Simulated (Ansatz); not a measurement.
**BaGa2H2: an axial (c/a) deformation path**

The task here is to estimate one member of a computed series from the others.

Method: DFT r2SCAN, scalar-relativistic, plane waves, PAW, in Ansatz 0.2.0.

## Starting point

It takes space group P-3m1 (No. 164, trigonal). The conventional cell has a = 4.529 Å, b = 4.529 Å, c = 4.899 Å, α = 90.00°, β = 90.00°, γ = 120.00°. Ba (site symmetry -3m) is surrounded by 6 H at 2.68 Å. Around Ga (site symmetry 3m) lie 1 H at 1.69 Å. H (site symmetry 3m) has 1 Ga at 1.69 Å in its first shell of neighbours.

Structure file:

```
Ba Ga H
1.0
     4.52860    0.00000    0.00000
    -2.26430    3.92188    0.00000
     0.00000    0.00000    4.89910
Ba Ga H
1 2 2
Direct
  0.00000 0.00000 0.00000
  0.33333 0.66667 0.46800
  0.66667 0.33333 0.53200
  0.33333 0.66667 0.12320
  0.66667 0.33333 0.87680
```

The structure comes from the Crystallography Open Database.

Set-up of the first run:

Input file input.yaml:

```yaml
crystal:
  lattice:
    - [4.5285988553, 0.0, 0.0]
    - [-2.2642994276, 3.9218816522, 0.0]
    - [0.0, 0.0, 4.8991]
  atoms:
    - { symbol: Ba, position: [0.0, 0.0, 0.0] }
    - { symbol: Ga, position: [0.3333333333, 0.6666666667, 0.468] }
    - { symbol: Ga, position: [0.6666666667, 0.3333333333, 0.532] }
    - { symbol: H, position: [0.3333333333, 0.6666666667, 0.1232] }
    - { symbol: H, position: [0.6666666667, 0.3333333333, 0.8768] }
basis:
  ecutwfc: 500
kpoints:
  mp_grid: { grid: [6, 6, 4] }
hamiltonian:
  xc: r2scan
scf:
  occupations: { method: gaussian, width: 0.1 }
output:
  forces: true
  stress: true
  eigenvalues: true
```

Started as:

```bash
$ ansatz run input.yaml --threads 1 --pin off --max-ram 2560MiB --backend cpu --events-out ev --progress --plain --runs-dir out
```

Steps of the session up to this table: Probe: one point at the start; The undisturbed cell; At ρ = 0.850; At ρ = 1.200; At ρ = 0.920; Point ρ = 1.100; ρ = 0.960; ρ = 1.050; At ρ = 0.800; ρ = 1.300.

One of the session's tables, all rows but one given; the rest of the session is left out.

```
    ρ  ΔE (meV/atom)  pressure (GPa)
0.800          222.3             3.0
0.850              ?               ?
0.920           29.0             0.3
0.960            6.8             0.0
1.000            0.0            -0.1
1.050            9.6             0.1
1.100           35.2             0.5
1.200          119.6             2.1
1.300          228.7             4.1
```

Estimate the missing values for ρ = 0.850.

Worked estimate for «ΔE (meV/atom)». A straight line through the neighbours (0.800, 222.3) and (0.920, 29.0) gives 222.3 + (29.0 − 222.3) × (0.850 − 0.800) / (0.920 − 0.800) = 141.8; a parabola fitted to 3 rows on both sides gives 118.7.

The run gave: ΔE (meV/atom): 114.8; pressure (GPa): 1.5. In «ΔE (meV/atom)» the line misses by +27.0 and the parabola by +3.9.
